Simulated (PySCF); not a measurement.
# BrK (Potassium Bromide): the cost of one run

Computed with PySCF 2.14.0, with density-fitted response routines of our own, on a single molecule in the gas phase. Atoms are numbered from 0 throughout.

## 1. The starting structure

2 atoms, charge 0, multiplicity 1; geometry from: GFN2-xTB.

Bonds of the start (Å): K0–Br1 2.84.

## 2. Relaxing the molecule at PBE0-D3(BJ)/def2-SVP

What the job is given:

```
{"job": {"xc": "PBE0", "basis": "def2-SVP", "d3": "d3bj", "grid": 1, "kind": "geom"}, "charge": 0, "multiplicity": 1}
K      1.424100    -0.005950    -0.005480
Br    -1.418590     0.008490    -0.022810
```

Command:

```console
OMP_NUM_THREADS=1 python probes_run.py task.json out
```

This one command runs all jobs of the session in turn.

Q: Estimate the wall time and peak memory of this first job on 1 thread of Intel Xeon Platinum 8259CL at 2.50GHz, shared host.

About 4 s, with a peak of 0.26 GiB.
